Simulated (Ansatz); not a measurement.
**GaH₃Se: how energies converge with the basis set**

Aim: see how fast density functionals converge with the basis set for GaH₃Se.

Method: one geometry, several basis sets; program: Ansatz 0.2.0, Gaussian basis.

Levels to be run: PBE0-D4/def2-SVP; ωB97M-V/def2-SVP; PBE0-D4/def2-QZVPP; ωB97M-V/def2-QZVPP; the functionals' def2-TZVPP values are taken from earlier runs.

## 1. The relaxed structure

An earlier PBE0-D4 in a triple-zeta def2 set relaxation fixed the geometry.

SMILES `[GaH2][SeH]`, 5 atoms, charge 0, spin multiplicity 1.

Atoms are counted from 1 here; the program's logs count them from 0.

Bond lengths: Ga1–Se2 2.322 Å, Ga1–H3 1.560 Å, Ga1–H4 1.560 Å, Se2–H5 1.468 Å. Angles: Se2–Ga1–H3 118.4°, Se2–Ga1–H4 115.1°, H3–Ga1–H4 126.5°, Ga1–Se2–H5 93.6°.

As a file:

```tsv
atom	x (Å)	y (Å)	z (Å)
Ga1	-0.4913	-0.5106	-0.1765
Se2	0.7470	1.4391	-0.4145
H3	-0.1839	-1.4404	1.0378
H4	-1.5675	-0.7503	-1.2800
H5	1.5456	1.1886	0.7919
```

## 2. PBE0-D4 in def2-SVP

Input file in.yaml:

```yaml
crystal:
  periodic: [false, false, false]
  atoms:
    - {symbol: Ga, position_ang: [-0.491318, -0.510643, -0.176533]}
    - {symbol: Se, position_ang: [0.747006, 1.439095, -0.414475]}
    - {symbol: H, position_ang: [-0.183897, -1.440426, 1.037764]}
    - {symbol: H, position_ang: [-1.567471, -0.750269, -1.280032]}
    - {symbol: H, position_ang: [1.545580, 1.188643, 0.791877]}
basis:
  gaussian: {orbitals: def2-SVP}
hamiltonian: {xc: pbe0, dispersion: d4}
output: {orbitals: {seedname: orbitals}}
```

Further steps of the session: ωB97M-V in def2-SVP; PBE0-D4 in def2-QZVPP; ωB97M-V in def2-QZVPP.

Before running them: what should the planned runs give, taken together? Wanted: PBE0-D4: double and triple zeta above quadruple; ωB97M-V: double and triple zeta above quadruple.

**Answer**, as computed:

```
                                       quantity           value
PBE0-D4: double and triple zeta above quadruple  17.35, 2.57 eV
ωB97M-V: double and triple zeta above quadruple  17.24, 2.49 eV
```

**Reading.** PBE0-D4 gains 14.78 eV from double to triple zeta, then 2.57 eV more. Total energies overstate the basis error of differences, where much of it tends to cancel.
